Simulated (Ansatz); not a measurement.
# FGeH5OSi: the cost of one run

All numbers are computed with the Python package of Ansatz 0.2.0. Level of theory: MP2/cc-pVDZ.

**1. The structure**

Bond lengths: O1–Ge2 1.795 Å, Ge2–F3 1.759 Å, Ge2–Si4 2.364 Å, O1–H5 0.960 Å, Ge2–H6 1.541 Å, Si4–H7 1.460 Å, Si4–H8 1.471 Å, Si4–H9 1.433 Å. Angles: O1–Ge2–F3 110.8°, O1–Ge2–Si4 107.1°, O1–Ge2–H6 110.8°, F3–Ge2–Si4 109.0°, F3–Ge2–H6 107.9°, Si4–Ge2–H6 111.3°, Ge2–O1–H5 104.4°, Ge2–Si4–H7 108.0°, Ge2–Si4–H8 106.9°, Ge2–Si4–H9 108.5°, H7–Si4–H8 108.8°, H7–Si4–H9 114.2°, H8–Si4–H9 110.1°.

The script holds or builds the structure itself.

**2. The code**

fgeh5osi.py reads:

```python
# -*- coding: utf-8 -*-
'''Energy to split FGeH5OSi into its atoms.'''

from collections import Counter

import ansatz as az

BASIS_SET = 'cc-pVDZ'
METHOD = 'mp2'


def energy(molecule, charge=0, unpaired=0):
    calc = (
        molecule.calculation()
        .basis(gaussian=BASIS_SET)
        .correlation(METHOD)  # correlation on top of the mean field
        .accuracy('high')  # preset for grids and thresholds
        .scf(lower_state_search='light')
    )
    if charge:
        calc = calc.charge(charge)
    if unpaired:
        calc = calc.spin('collinear', total=unpaired)
    return calc.run().report['free_energy_ev']

GEOMETRY = '''
O    -0.84900    0.77110    1.76400
Ge   -0.72610    0.69940   -0.02530
F    -0.39180    2.29180   -0.69350
Si    1.07410   -0.74360   -0.54130
H    -1.13540   -0.10860    2.01980
H    -2.04360    0.19310   -0.64380
H     1.16850   -0.84680   -1.99420
H     0.73480   -2.06560    0.00810
H     2.25700   -0.23710    0.08910
'''

geometry = az.Crystal.molecule()
for line in GEOMETRY.strip().splitlines():
    symbol, *xyz = line.split()
    geometry = geometry.atom(symbol, [float(v) for v in xyz])

# Hund ground states
unpaired = {'O': 2, 'Ge': 2, 'F': 1, 'Si': 2, 'H': 1}
counts = Counter(site.symbol for site in geometry.cartesian_sites)
atom_energy = {s: energy(az.Crystal.molecule().atom(s, (0, 0, 0)), 0, unpaired[s]) for s in counts}
whole = energy(geometry, 0, 0)
for s, e in atom_energy.items():
    print(f'{s:2s} x{counts[s]}  {e:14.5f} eV')
print(f'FGeH5OSi: {whole:.5f} eV')
split = sum(counts[s] * e for s, e in atom_energy.items()) - whole
print(f'atomisation energy (no zero-point term): {96.485332 * split:.1f} kJ/mol, {split / sum(counts.values()):.3f} eV an atom')
```

**3. The input behind the calls**

The engine receives this input (first run):

```yaml
crystal:
  periodic: [false, false, false]
  atoms:
    - { symbol: O, position_ang: [0.0, 0.0, 0.0] }
accuracy: high
basis:
  gaussian:
    orbitals: cc-pVDZ
magnetization:
  spin_polarized: true
  initial_magnetization: 2.0
correlation:
  method: mp2
scf:
  lower_state_search: light
```

**4. Launch**

On the command line:

```sh
$ python fgeh5osi.py
```

Q: Estimate wall time and peak memory on 1 thread of Arm Neoverse V2, shared host.

About 5.8 s, with a peak of 0.41 GiB.
